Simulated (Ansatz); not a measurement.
# CuO2 (Cmcm) in Ansatz: further runs, part 2 of 2

Ansatz 0.2.0.

**3. Band structure, LDA**

Contents of input.yaml:

```yaml
crystal:
  lattice:
    - [1.412615, -5.210747, 0.0]
    - [1.412615, 5.210747, 0.0]
    - [0.0, 0.0, 4.343424]
  atoms:
    - { symbol: Cu, position: [0.167253, 0.832747, 0.75] }
    - { symbol: Cu, position: [0.832747, 0.167253, 0.25] }
    - { symbol: O, position: [0.78897, 0.21103, 0.75] }
    - { symbol: O, position: [0.21103, 0.78897, 0.25] }
    - { symbol: O, position: [0.551486, 0.448514, 0.75] }
    - { symbol: O, position: [0.448514, 0.551486, 0.25] }
hamiltonian:
  xc: lda
  pseudopotentials: { kind: paw }
kpoints:
  mp_grid: { grid: [10, 10, 6] }
  band_path:
    path:
      - [[0.0, 0.0, 0.0], [0.2683733209, 0.2683733209, 0.0], [0.0, 0.5, 0.0], [0.0, 0.5, 0.5], [0.2683733209, 0.2683733209, 0.5], [0.0, 0.0, 0.5], [0.0, 0.0, 0.0], [-0.5, 0.5, 0.0], [-0.2683733209, 0.7316266791, 0.0], [-0.2683733209, 0.7316266791, 0.5], [-0.5, 0.5, 0.5], [-0.5, 0.5, 0.0]]
      - [[0.0, 0.0, 0.5], [-0.5, 0.5, 0.5]]
    npoints: 14
scf:
  occupations: { method: fermi_dirac, width: 0.05 }
  n_extra_bands: 15
output:
  forces: true
  stress: true
  eigenvalues: true
  fatbands: true
  write_density: true
  write_potential: true
  elf: true
  volumetric_format: npy
```

Potentials or basis: Ansatz PAW.

Started as:

```bash
$ ansatz run input.yaml --threads 2 --pin off --max-ram 5632MiB --backend cpu --events-out ev --progress --plain --runs-dir out
```

Standard output:

```text
[... 77 lines left out ...]
  k-point 1: bands = ["-105.7220", "-105.7217", "-63.7718", "-63.7706", "-63.6578", "-63.6555", "-63.0444", "-63.0407", "-11.8277", "-10.4683", "-10.1310", "-9.5594", "0.7579", "1.0144", "1.2005", "1.2658", "1.3760", "2.9335", "3.4341", "3.7207", "3.9094", "4.0689", "4.4964", "4.7842", "4.8054", "4.9070", "5.3451", "5.7230", "5.9340", "6.6090", "6.7173", "6.8207", "8.0345", "8.2816", "13.2529", "17.0061", "17.1820", "18.2730", "19.0753", "19.7833", "22.0699", "23.5060", "24.4487", "25.6319", "26.2280", "26.4648"]
  k-point 2: bands = ["-105.7220", "-105.7218", "-63.7716", "-63.7709", "-63.6573", "-63.6560", "-63.0436", "-63.0415", "-11.5627", "-10.7800", "-10.0041", "-9.6722", "0.6818", "0.8929", "1.2863", "1.3505", "1.4767", "2.7000", "3.2475", "3.6351", "3.8919", "3.9668", "4.5955", "4.6649", "4.9984", "5.0574", "5.2912", "5.6281", "5.9135", "6.3467", "6.9784", "7.3611", "8.0913", "8.2317", "14.2115", "16.4637", "16.7800", "17.5814", "19.8165", "20.0663", "21.9475", "23.8436", "25.2929", "25.7753", "25.8555", "26.1291"]
  k-point 123: bands = ["-105.7219", "-105.7219", "-63.7712", "-63.7712", "-63.6567", "-63.6567", "-63.0426", "-63.0426", "-11.0586", "-11.0586", "-10.0143", "-10.0143", "1.3426", "1.3426", "1.4512", "1.4512", "1.9071", "1.9071", "3.0781", "3.0781", "3.8653", "3.8653", "4.4470", "4.4470", "4.9408", "4.9408", "5.1215", "5.1215", "6.4938", "6.4938", "7.1268", "7.1268", "8.2597", "8.2597", "16.2096", "16.2096", "16.4730", "16.4730", "21.4784", "21.4784", "22.4371", "22.4371", "23.6480", "23.6480", "25.6215", "25.6215"]
```

bands.tsv:

```text
[... 192 lines left out ...]
9.171586	-112.780132	-112.780132	-70.829501	-70.829501	-70.714929	-70.714929	-70.100850	-70.100850	-18.116884	-18.116884	-17.072521	-17.072521	-5.715698	-5.715698	-5.607075	-5.607075	-5.151180	-5.151180	-3.980132	-3.980132	-3.192968	-3.192968	-2.611250	-2.611250	-2.117476	-2.117476	-1.936759	-1.936759	-0.564506	-0.564506	0.068543	0.068543	1.201433	1.201433	9.151341	9.151341	9.414766	9.414766	14.420114	14.420114	15.378842	15.378842	16.589712	16.589712	18.563260	18.563260
```

rho_z.tsv:

```text
# z_ang	rho[e/angstrom^3]
# format = ansatz-planar-average/11
# lattice	1.412615000	-5.210747000	0.000000000
# lattice	1.412615000	5.210747000	0.000000000
# lattice	0.000000000	0.000000000	4.343424000
# sites	6
# site	29	1.412615000	3.467720864	3.257568000
# site	29	1.412615000	-3.467720864	1.085856000
# site	8	1.412615000	-3.011499121	3.257568000
# site	8	1.412615000	3.011499121	1.085856000
# site	8	1.412615000	-0.536561040	3.257568000
# site	8	1.412615000	0.536561040	1.085856000
0.000000	1.350649e-1
0.144781	1.534242e-1
0.289562	2.206297e-1
0.434342	3.735530e-1
0.579123	6.829676e-1
0.723904	1.231234e0
[... 22 lines left out ...]
4.053862	2.206297e-1
4.198643	1.534242e-1
```

Wall time 7.4 s (2 threads of AMD EPYC 9R45 (Zen 5), shared host); peak memory 0.71 GiB.

Results:

```
Free energy            : -15322.3437 eV
Pressure               : -14.9 GPa
Largest force          : 0.791 eV/Å
Band gap on the k mesh : none (metal or under the smearing width)
```

Forces on the atoms (eV/Å):
```
Cu   0.000 -0.016  0.000
Cu   0.000  0.016  0.000
O    0.000  0.791  0.000
O    0.000 -0.791  0.000
O    0.000 -0.644  0.000
O    0.000  0.644  0.000
```

Levels at the corners of the path, in eV from the Fermi level:
```csv
point,band 29,band 30,band 31,band 32,band 33,band 34
Γ,-1.10,-1.06,-0.62,-0.10,0.95,1.24
X,-1.82,-1.80,-1.27,0.32,0.55,0.57
S,-1.90,-1.72,-1.35,0.34,0.59,0.68
R,-0.80,-0.80,0.26,0.26,0.74,0.74
A,-0.80,-0.80,0.23,0.23,0.70,0.70
Z,-1.02,-1.02,0.29,0.29,1.11,1.11
Γ,-1.10,-1.06,-0.62,-0.10,0.95,1.24
Y,-1.26,-1.24,-0.97,0.37,1.11,1.24
X1,-1.82,-1.80,-1.27,0.32,0.55,0.57
A1,-0.80,-0.80,0.23,0.23,0.70,0.70
T,-0.56,-0.56,0.07,0.07,1.20,1.20
Y,-1.26,-1.24,-0.97,0.37,1.11,1.24
Z,-1.02,-1.02,0.29,0.29,1.11,1.11
T,-0.56,-0.56,0.07,0.07,1.20,1.20
```

Caveat: the pressure holds a Pulay correction of +1.1 GPa for the finite cutoff; the run has no spin polarisation, though such a crystal can be magnetic; semilocal functionals often make such compounds metallic where correlation or magnetic order opens a gap, which also shifts bond lengths; the PAW data sets come from PBE, with cores solved anew for the run's functional, which leaves a small shift of forces and pressure. With open d or f shells a metallic result of LDA can be an artefact of self-interaction; +U or a hybrid may open a gap.

**4. Band structure, r2SCAN**

Changes to input.yaml since step 3:

```diff
@@ -13,3 +13,3 @@
 hamiltonian:
-  xc: lda
+  xc: r2scan
   pseudopotentials: { kind: paw }
@@ -29,6 +29,2 @@
   eigenvalues: true
-  fatbands: true
-  write_density: true
-  write_potential: true
-  elf: true
-  volumetric_format: npy
+  fatbands: false
```

Started as:

```bash
$ ansatz run input.yaml --threads 2 --pin off --max-ram 5632MiB --backend cpu --events-out ev --progress --plain --runs-dir out
```

Wall time 11 s (2 threads of AMD EPYC 9R45 (Zen 5), shared host); peak memory 0.84 GiB.

Results (log left out):

```yaml
Free_energy: -15526.8303 eV
Pressure: -9.3 GPa
Largest_force: 0.557 eV/Å
Band_gap_on_the_k_mesh: none (metal or under the smearing width)
```

Forces in eV/Å, atoms in the order of the input:
```
Cu   0.000 -0.004  0.000
Cu   0.000  0.004  0.000
O    0.000  0.557  0.000
O    0.000 -0.557  0.000
O    0.000 -0.423  0.000
O    0.000  0.423  0.000
```

Stress tensor (GPa, compression positive):
```
-13.03   0.00   0.00
  0.00  -9.33   0.00
  0.00   0.00  -5.45
```

Levels at the corners of the path, in eV from the Fermi level:
```
point  band 27  band 28  band 29  band 30  band 31  band 32  band 33  band 34  band 35  band 36
    Γ    -1.48    -1.42    -1.17    -1.13    -0.63    -0.10     1.12     1.41     6.60    11.09
    X    -2.55    -1.97    -1.87    -1.81    -1.36     0.31     0.72     0.73    10.76    11.43
    S    -2.39    -2.00    -1.93    -1.74    -1.45     0.33     0.76     0.84    10.94    11.36
    R    -3.01    -3.01    -0.82    -0.82     0.25     0.25     0.90     0.90    10.74    10.74
    A    -3.00    -3.00    -0.82    -0.82     0.22     0.22     0.85     0.85    10.78    10.78
    Z    -1.72    -1.72    -1.03    -1.03     0.27     0.27     1.27     1.27     9.26     9.26
    Γ    -1.48    -1.42    -1.17    -1.13    -0.63    -0.10     1.12     1.41     6.60    11.09
    Y    -2.05    -1.61    -1.29    -1.28    -1.01     0.35     1.28     1.41     8.22     9.06
   X1    -2.55    -1.97    -1.87    -1.81    -1.36     0.31     0.72     0.73    10.76    11.43
   A1    -3.00    -3.00    -0.82    -0.82     0.22     0.22     0.85     0.85    10.78    10.78
    T    -2.02    -2.02    -0.58    -0.58     0.04     0.04     1.37     1.37    10.11    10.11
    Y    -2.05    -1.61    -1.29    -1.28    -1.01     0.35     1.28     1.41     8.22     9.06
    Z    -1.72    -1.72    -1.03    -1.03     0.27     0.27     1.27     1.27     9.26     9.26
    T    -2.02    -2.02    -0.58    -0.58     0.04     0.04     1.37     1.37    10.11    10.11
```

Caveat: the run has no spin polarisation, though such a crystal can be magnetic; semilocal functionals often make such compounds metallic where correlation or magnetic order opens a gap, which also shifts bond lengths; the PAW data sets come from PBE, with cores solved anew for the run's functional, which leaves a small shift of forces and pressure. With open d or f shells a metallic result of r2SCAN can be an artefact of self-interaction; +U or a hybrid may open a gap.

**5. Overview**

```tsv
task	level	k mesh	cutoff (eV)	points for each segment of the path	gap on the mesh (eV)	pressure (GPa)	largest force (eV/Å)
density of states	PBEsol	8 × 8 × 6	420	-	none	-8.7	0.51
band structure	LDA	10 × 10 × 6	420	14	none	-14.9	0.79
band structure	r2SCAN	10 × 10 × 6	500	14	none	-9.3	0.56
```

Alike in all rows: potentials or basis Ansatz PAW; no spin polarisation; cell as given; smearing fermi-dirac 0.05 eV.

Every run on the cell as given and a fine mesh finds a metal. The pressure there spans -14.9 GPa (LDA) to -8.7 GPa (PBEsol); a positive pressure means that this level wants a larger cell, a negative one a smaller.

Caveats: the run has no spin polarisation, though such a crystal can be magnetic; semilocal functionals often make such compounds metallic where correlation or magnetic order opens a gap, which also shifts bond lengths; the PAW data sets come from PBE, with cores solved anew for the run's functional, which leaves a small shift of forces and pressure; the density of states is complete only up to the lowest level of the last band computed (some runs).

Total energies depend on the potentials used, so only differences within one code and one set of settings carry meaning.
